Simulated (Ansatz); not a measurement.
# BGeF (triplet): wave-function methods side by side at a displaced geometry (v2), cc-pVDZ

The task here is to estimate one member of a computed series from the others.

Program: Ansatz 0.2.0, Gaussian basis. Level of theory: cc-pVDZ, core rule «outside noble gas», up to 16 orbitals frozen. These are calculated values, not measurements.

To be run: UHF; CCSD(T) on ROHF; CCSD(T) on UHF; BCCD(T) on ROHF; CISD as a restricted active space (open shells left free, so some higher excitations enter); CCSDT(Q) on ROHF; CCSDT(Q) on UHF.

25 further runs of the same task are left out: 2 for a known fault of the program, 11 that didn't finish, 12 set aside as unsound or not needed. Runs told in other sessions of the task aren't counted.

## The system

The geometry is a PBE0/def2-TZVP stationary point (not a proven minimum) with its atoms shifted at random (size 0.100 Å). No spin-orbit coupling is included. The filled d shell of Ge may be among the frozen orbitals whatever the setting's name suggests.

3 atoms, charge 0, spin multiplicity 3.

Atoms are counted from 1 here; the program's logs count them from 0.

Bond lengths: F1–B2 1.303 Å, B2–Ge3 1.965 Å. Angles: F1–B2–Ge3 170.4°.

Geometry (Å):

```xyz
3
BFGe
F     0.0844    0.0052   -1.5157
B    -0.0805    0.0136   -0.2236
Ge   -0.0039   -0.0188    1.7393
```

The first run:

The input, in.yaml:

```yaml
crystal:
  periodic: [false, false, false]
  atoms:
    - {symbol: F, position_ang: [0.084376, 0.005225, -1.515702]}
    - {symbol: B, position_ang: [-0.080498, 0.013599, -0.223609]}
    - {symbol: Ge, position_ang: [-0.003878, -0.018825, 1.739311]}
basis:
  gaussian: {orbitals: cc-pVDZ}
magnetization: {spin_polarized: true, initial_magnetization: 2}
hamiltonian: {xc: hf}
output: {orbitals: {seedname: orbitals}}
```

Started as:

```console
$ ansatz run in.yaml --threads 1 --pin off --events-out ev --progress --plain --max-ram 2393MiB
```

Among the steps run: UHF; CCSD(T) on ROHF; CCSD(T) on UHF; BCCD(T) on ROHF; CISD as a restricted active space (open shells left free, so some higher excitations enter); CCSDT(Q) on ROHF; CCSDT(Q) on UHF.

One table of the session follows, with a row left open; its other results are not shown here.

| method | from UCCSDT(Q) (kJ/mol) |
| --- | --- |
| ROHF | +913.2 |
| UHF | +902.9 |
| RMP2 | +89.5 |
| UMP2 | +91.5 |
| RCCSD | +32.0 |
| UCCSD | +31.4 |
| RCCSD(T) | +6.0 |
| UCCSD(T) | +5.7 |
| BCCD(T) | +5.5 |
| RCCSDT | +2.6 |
| UCCSDT | +2.2 |
| RCCSDT(Q) | ? |
| UCCSDT(Q) | 0 |

Q: Estimate the row for RCCSDT(Q) from the others.

The run gave: from UCCSDT(Q) (kJ/mol): +0.8. In the column «from UCCSDT(Q) (kJ/mol)» it lies between UCCSDT(Q) (0) and UCCSDT (+2.2).

Not comparable, so not listed: CISD as a restricted active space (open shells left free, so some higher excitations enter) (they don't share determinant, frozen orbitals or solution with the rows shown, or repeat one).

Caveats from the session: Restricted and unrestricted rows rest on different reference determinants; a gap between their highest levels can come from leftover correlation error, from unlike frozen cores or from another state.
